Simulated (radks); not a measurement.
# Ionisation of Sm³⁺: one atom, several choices of exchange strength α

One table from this session's results is given with a row withheld; the runs are named, their logs left out.

Program: radks (a radial shooting solver on a logarithmic mesh, Libxc functionals) version 1. Level of theory: Dirac Kohn-Sham, spin-unpolarised, spherical densities, point nucleus; open shells fill j = l - 1/2 first. These are calculated values, not measurements, unless marked.

## The system

| Item | Value |
| --- | --- |
| element | samarium (Z = 62) |
| charge | +3 |
| electrons | 59 |
| configuration | [Xe] 4f5 |
| ion | Sm⁴⁺, [Xe] 4f4 |
| choices | α = 0.635; α = 0.642; α = 0.643; α = 0.667; α = 0.903 |

Set-up of the first run:

The run's settings:

```text
Z 62
configuration [Xe] 4f5
relativity Dirac
functional xalpha 0.635
spin unpolarised
j_filling energy
nucleus point
c 137.035999084
```

Among the steps run: α = 0.635: Sm³⁺.

One of the session's tables, all rows but one given; the rest of the session is left out.

It belongs to the step «α = 0.635: Sm³⁺». From the orbitals of this run (lengths in bohr):

| level | <r> | outermost maximum (interpolated) | 90 % within | nodes |
| --- | --- | --- | --- | --- |
| 4p3/2 | 0.6223 | 0.572 | 0.906 | 2 |
| 4d3/2 | 0.6637 | 0.583 | 0.998 | 1 |
| 4d5/2 | 0.6740 | 0.591 | 1.01 | 1 |
| 5s1/2 | 1.382 | 1.25 | 1.99 | 4 |
| 5p1/2 | ? | ? | ? | ? |
| 5p3/2 | 1.621 | 1.43 | 2.36 | 3 |
| 4f5/2 | 0.9126 | 0.605 | 1.56 | 0 |
| 4f7/2 | 0.9235 | 0.610 | 1.58 | 0 |

Estimate the missing values for 5p1/2.

The run gave: <r>: 1.537; outermost maximum (interpolated): 1.36; 90 % within: 2.24; nodes: 3. In the column «<r>» it lies between 5s1/2 (1.382) and 5p3/2 (1.621).

Caveats from the session: Spin polarisation and multiplet splitting are left out, so open shells lie too high by an amount that depends on their filling.
